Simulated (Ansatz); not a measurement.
Wanted: the native input for an Ansatz 0.2.0 run.

```
Task                : single point
Functional          : PBE0
Potentials or basis : Ansatz PAW
Cutoff              : 420 eV (not typed: the program's choice for these potentials)
k mesh              : 4 × 4 × 4
Occupations         : fermi-dirac, width 0.05 eV
Spin                : non-collinear spin, ferromagnetic start, spin-orbit coupling
Starting moments    : [[4.041, 4.041, 4.041], [0.0, 0.0, 0.0]] μB
```

The system is GdO.

```
CELL_PARAMETERS angstrom
3.11330 0.00000 0.00000
-1.55665 2.69620 0.00000
0.00000 0.00000 3.03843
ATOMIC_POSITIONS crystal
Gd 0.00000 0.00000 0.00000
O 0.66667 0.33333 0.50000
```

The cell comes from a database or a generator and needn't be the stable form of this composition.

The input as run:

input

```
crystal:
  lattice:
    - [3.11329958, 0.0, 0.0]
    - [-1.55664979, 2.69619652, 0.0]
    - [0.0, 0.0, 3.03842614]
  atoms:
    - { symbol: Gd, position: [0.0, 0.0, 0.0], spin: 6.999, spin_axis: [4.041, 4.041, 4.041] }
    - { symbol: O, position: [0.6666666667, 0.3333333333, 0.5] }
hamiltonian:
  xc: pbe0
  pseudopotentials: { kind: paw_fr }
magnetization:
  noncollinear: true
  spin_orbit: true
kpoints:
  mp_grid: { grid: [4, 4, 4] }
scf:
  occupations: { method: fermi_dirac, width: 0.05 }
output:
  forces: true
  stress: true
  eigenvalues: true
```

Results of the run:

The pressure is 32.1 GPa and the band gap on the k mesh is none (metal or under the smearing width).

Caveat: the k mesh is coarse (spacing up to 0.58 Å⁻¹), so the values aren't converged, least of all with exact exchange; moments are unreliable in this version under spin-orbit coupling with a hybrid or U, so they aren't listed; the magnetic or orbital state may not be the lowest; a pressure of tens of GPa on the cell as given is suspect, and the run, the potentials or the cell itself is likely at fault; the pressure holds a Pulay correction of +0.4 GPa for the finite cutoff; the PAW data sets come from PBE, with cores solved anew for the run's functional, which leaves a small shift of forces and pressure; the thresholds are loose for stress.

It took 3.9 min on 1 × NVIDIA H100 80GB HBM3 with 2 threads of AMD EPYC 7R13 Processor (Zen 3), on a shared host, peak memory 2.1 GiB.
